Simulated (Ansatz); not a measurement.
# HfB under changes of volume

One of the cells (12.080 Å³/atom); the others are scaled copies at fixed shape and fractional positions:

```xyz
2
Lattice="0.0000 2.2945 2.2945 2.2945 0.0000 2.2945 2.2945 2.2945 0.0000" Properties=species:S:1:pos:R:3 pbc="T T T"
Hf    2.2945    2.2945    2.2945
B     0.0000    0.0000    0.0000
```

| Item | Value |
| --- | --- |
| Program | Ansatz 0.2.0 |
| Functional | PBE0 |
| Potentials or basis | Ansatz PAW |
| Cutoff | 420 eV (not typed: the program's choice for these potentials) |
| k mesh | 6 × 6 × 6 |
| Occupations | fermi-dirac, width 0.05 eV |
| Spin | no spin polarisation |

```csv
volume (Å³/atom),energy over the lowest point (meV/atom),pressure (GPa)
11.587,220.09,48.9
11.833,150.27,41.9
12.080,?,?
12.326,41.09,29.5
12.573,0.00,24.1
```

Problem. What does the run at 12.080 Å³/atom give?

Solution. Energy over the lowest point 90.92 meV/atom; pressure 35.4 GPa.

Worked out: A Birch-Murnaghan fit of order 2 (a polynomial in V^(-2/3)) to the other rows has no minimum within the range. It gives 90.76 meV/atom at 12.080 Å³/atom, against the run's 90.92, and -dE/dV = 35.4 GPa, against 35.4.

Energies are extrapolated to zero smearing.

Caveats: all runs use coarse meshes; the PAW data sets come from PBE, with cores solved anew for the run's functional, which leaves a small shift of forces and pressure; the thresholds are loose for stress.
